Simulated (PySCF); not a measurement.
# C₅H₉B: runs on many settings, part 2 of 2

PySCF 2.14.0. Atoms count from 0.

### Step 6. J couplings: wB97X/IGLO-II

The job: settings as JSON, then the geometry in Å.

```
{"job": {"kind": "j", "xc": "wB97X", "basis": "IGLO-II", "scf": {"level_shift": 0.1}}, "charge": 0, "multiplicity": 1}
C      2.844859     0.220320    -0.447208
C      1.559166     0.454939    -0.181144
B      0.474481    -0.649575    -0.210317
C     -1.020140    -0.353467     0.104820
C     -1.926886    -1.335663     0.065960
C     -1.468136     1.039997     0.456519
H      3.602280     0.990674    -0.426509
H      3.192788    -0.769100    -0.700216
H      1.291168     1.477784     0.064455
H      0.791255    -1.745896    -0.479674
H     -2.973741    -1.169834     0.278149
H     -1.651923    -2.347292    -0.181379
H     -1.236783     1.724648    -0.358303
H     -0.943730     1.391234     1.344208
H     -2.539070     1.079219     0.648728
```

Level: wB97X/IGLO-II indirect spin-spin coupling, non-relativistic, gas phase.

Standard output:

```text
final grid: 115600 points
cycle   1  E = -220.7134989088  dE =  7.725e-01  |g| = 2.843e-01  |ddm| = 2.826e+00
cycle   2  E = -220.7382517137  dE = -2.475e-02  |g| = 1.197e-01  |ddm| = 3.438e-01
cycle   3  E = -220.7418052120  dE = -3.553e-03  |g| = 5.361e-02  |ddm| = 1.267e-01
cycle   4  E = -220.7426375752  dE = -8.324e-04  |g| = 1.062e-02  |ddm| = 5.595e-02
cycle   5  E = -220.7426878102  dE = -5.024e-05  |g| = 3.386e-03  |ddm| = 1.749e-02
cycle   6  E = -220.7426953146  dE = -7.504e-06  |g| = 1.186e-03  |ddm| = 7.003e-03
cycle   7  E = -220.7426963986  dE = -1.084e-06  |g| = 5.130e-04  |ddm| = 2.440e-03
cycle   8  E = -220.7426965800  dE = -1.814e-07  |g| = 1.654e-04  |ddm| = 8.838e-04
cycle   9  E = -220.7426966109  dE = -3.094e-08  |g| = 5.203e-05  |ddm| = 3.682e-04
cycle  10  E = -220.7426966148  dE = -3.884e-09  |g| = 1.820e-05  |ddm| = 1.338e-04
cycle  11  E = -220.7426966152  dE = -3.902e-10  |g| = 6.457e-06  |ddm| = 4.021e-05
level shift removed, Fock matrix diagonalised once more
converged SCF energy = -220.7426966152

Indirect spin-spin couplings (Hz)
  i      j    bonds     total        FC       PSO       DSO        SD
  0 C    1 C    1     59.345    69.218    -9.986     0.113         -
  0 C    2 B    2      4.772     3.679     0.506    -0.058     0.645
  0 C    3 C    3      4.840     4.769     0.116    -0.046         -
  0 C    4 C    4      0.204     0.407    -0.151    -0.052         -
  0 C    6 H    1    136.817   136.717    -0.407     0.506         -
  0 C    7 H    1    138.689   138.587    -0.430     0.533         -
  0 C    8 H    2     -4.360    -2.285    -1.569    -0.506         -
  0 C    9 H    3      4.833     4.900    -0.026    -0.041         -
  0 C   11 H    5     -0.284    -0.213     0.063    -0.133         -
  1 C    2 B    1     63.512    64.666    -1.586     0.214     0.218
  1 C    3 C    2      3.403     3.373    -0.007     0.037         -
  1 C    4 C    3      3.941     3.879     0.114    -0.052         -
  1 C    5 C    3      2.434     2.483    -0.079     0.029         -
  1 C    6 H    2     -2.859    -1.000    -1.259    -0.599         -
  1 C    7 H    2      0.684     2.676    -1.440    -0.552         -
  1 C    8 H    1    119.109   118.344    -0.009     0.774         -
  1 C    9 H    2      5.750     6.175    -0.315    -0.110         -
  1 C   10 H    4      1.934     1.960     0.225    -0.252         -
  1 C   11 H    4      0.741     0.756     0.142    -0.157         -
  1 C   12 H    4      0.549     0.574    -0.211     0.185         -
  1 C   13 H    4      0.551     0.576    -0.210     0.185         -
  1 C   14 H    4      0.989     1.017     0.222    -0.251         -
  2 B    3 C    1     62.535    63.714    -1.623     0.250     0.194
  2 B    4 C    2      6.712     5.751     0.334    -0.042     0.670
  2 B    5 C    2      4.035     4.022     0.049    -0.020    -0.016
  2 B    6 H    3      9.184     9.291     0.506    -0.586    -0.028
  2 B    7 H    3      6.637     6.644    -0.023     0.014     0.002
  2 B    8 H    2      1.892     2.314    -0.035    -0.368    -0.019
  2 B    9 H    1    110.466   110.952    -1.825     0.778     0.560
  2 B   10 H    3      8.180     8.248     0.535    -0.589    -0.013
  2 B   11 H    3      5.916     5.931    -0.073     0.052     0.006
  2 B   12 H    3      1.038     1.181    -0.088    -0.037    -0.018
  2 B   13 H    3      1.040     1.184    -0.087    -0.038    -0.019
  2 B   14 H    3      5.586     5.584     0.521    -0.533     0.014
  3 C    4 C    1     60.435    70.080    -9.804     0.159         -
  3 C    5 C    1     33.801    34.576    -0.972     0.196         -
  3 C    6 H    4      1.340     1.359     0.198    -0.216         -
  3 C    7 H    4      0.379     0.388     0.126    -0.135         -
  3 C    8 H    3      1.981     2.067    -0.180     0.093         -
  3 C    9 H    2      4.933     5.361    -0.384    -0.044         -
  3 C   10 H    2     -3.290    -1.350    -1.452    -0.488         -
  3 C   11 H    2      1.199     3.159    -1.496    -0.464         -
  3 C   12 H    2     -6.291    -6.248     0.058    -0.101         -
  3 C   13 H    2     -6.238    -6.195     0.058    -0.102         -
  3 C   14 H    2     -4.584    -4.244    -0.156    -0.184         -
  4 C    5 C    2      1.961     2.363    -0.357    -0.045         -
  4 C    7 H    5     -0.256    -0.190     0.065    -0.130         -
  4 C    8 H    4     -0.200    -0.222     0.278    -0.257         -
  4 C    9 H    3      4.291     4.348    -0.052    -0.005         -
  4 C   10 H    1    135.038   134.761    -0.325     0.602         -
  4 C   11 H    1    139.322   139.034    -0.302     0.591         -
  4 C   12 H    3      6.589     6.755     0.236    -0.401         -
  4 C   13 H    3      6.612     6.778     0.237    -0.402         -
  4 C   14 H    3      7.975     8.394    -0.446     0.027         -
  5 C    8 H    4      0.392     0.309    -0.180     0.263         -
  5 C    9 H    3      3.567     3.601     0.301    -0.334         -
  5 C   10 H    3      8.576     8.736    -0.140    -0.020         -
  5 C   11 H    3     11.555    11.662     0.409    -0.516         -
  5 C   12 H    1    108.109   106.450     0.978     0.682         -
  5 C   13 H    1    108.358   106.699     0.977     0.681         -
  5 C   14 H    1    110.311   108.753     0.882     0.677         -
  6 H    7 H    2     -0.784    -0.691     3.438    -3.532         -
  6 H    8 H    3     11.366    11.898     0.085    -0.617         -
  6 H   10 H    6      0.270     0.371     0.757    -0.857         -
  6 H   11 H    6      0.161     0.258     0.659    -0.756         -
  7 H    8 H    3     15.162    15.864     2.599    -3.302         -
  7 H    9 H    4      0.183     0.136    -1.009     1.055         -
  7 H   10 H    6      0.151     0.248     0.669    -0.767         -
  7 H   11 H    6      0.168     0.213     0.082    -0.126         -
  8 H    9 H    3      5.930     6.193     1.907    -2.169         -
  8 H   10 H    5     -0.221    -0.133     0.843    -0.932         -
  8 H   11 H    5     -0.208    -0.106     0.927    -1.029         -
  8 H   12 H    5      0.182    -0.001    -1.548     1.731         -
  8 H   13 H    5      0.185     0.003    -1.543     1.725         -
  9 H   10 H    4      0.346     0.474     1.353    -1.481         -
  9 H   11 H    4      0.408     0.339    -1.137     1.205         -
  9 H   14 H    4      0.787     0.907     1.324    -1.443         -
 10 H   11 H    2     -0.943    -0.885     3.340    -3.397         -
 10 H   12 H    4     -2.940    -2.759     1.025    -1.206         -
 10 H   13 H    4     -2.939    -2.758     1.028    -1.209         -
 10 H   14 H    4     -0.216    -0.285    -1.581     1.650         -
 11 H   12 H    4     -2.719    -2.527     1.554    -1.746         -
 11 H   13 H    4     -2.705    -2.514     1.556    -1.747         -
 12 H   13 H    2    -15.975   -15.976     2.460    -2.459         -
 12 H   14 H    2    -11.824   -11.775     2.515    -2.564         -
 13 H   14 H    2    -11.836   -11.787     2.514    -2.562         -
```

Wall time 57 s (1 thread of Arm Neoverse N1, shared host); peak memory 0.85 GiB.

In short: J(C4,H11) 139.3 Hz, J(C0,H7) 138.7 Hz, J(C0,H6) 136.8 Hz (means over like pairs).

### Step 7. Comparing the runs: spin-spin couplings

Couplings (Hz), each a mean over the pairs like the one named, with basis size and wall time:

| run | C4–H11 | C0–H7 | C0–H6 | C4–H10 | C1–H8 | C5–H12 | B2–H9 | functions | time |
| --- | --- | --- | --- | --- | --- | --- | --- | --- | --- |
| KT2/cc-pVDZ | 152.9 | 149.7 | 146.5 | 145.2 | 135.1 | 128.5 | 106.5 | 129 | 46 s |
| wB97X/IGLO-II | 139.3 | 138.7 | 136.8 | 135.0 | 119.1 | 108.9 | 110.5 | 186 | 57 s |

### Step 8. Outcome

This closing draws on all 2 parts.

```
                                                              quantity                                            value
                           largest coupling of the table (KT2/cc-pVDZ)                         ¹J(C,H) C4–H11, 152.9 Hz
                                ¹³C shifts against TMS (BLYP/pcSseg-1)             163.4, 157.7, 152.1, 152.0, 27.8 ppm
¹H shifts against TMS (BLYP/pcSseg-1, means over atoms taken as alike)     7.30, 6.95, 6.67, 6.59, 6.22, 5.98, 2.22 ppm
                           ¹¹B shifts against BF3·OEt2 (BLYP/pcSseg-1)                                         60.6 ppm
                              range of J(C4,H11), mean over like pairs                                139.3 to 152.9 Hz
                                         property runs in this session  5, of which 1 failed and 1 gave unsound results
```

What this shows: Single values in the summary come from the first run of each kind that ended normally (BLYP/pcSseg-1; KT2/cc-pVDZ), which need not be the best level. In the run at KT2/cc-pVDZ, the largest coupling of the table is C4–H11, 152.9 Hz, of which the Fermi-contact term gives 152.5 Hz. Couplings across rotatable bonds belong to this one conformer; where others are populated, the observed values are averages. The most deshielded hydrogen is H8 (hydrogen on an alkene CH), at 7.30 ppm: olefinic region. The coupling C4–H11, as a mean over pairs of its kind, runs from 139.3 Hz (wB97X/IGLO-II) to 152.9 Hz (KT2/cc-pVDZ). Couplings from bases without tight functions are rough.
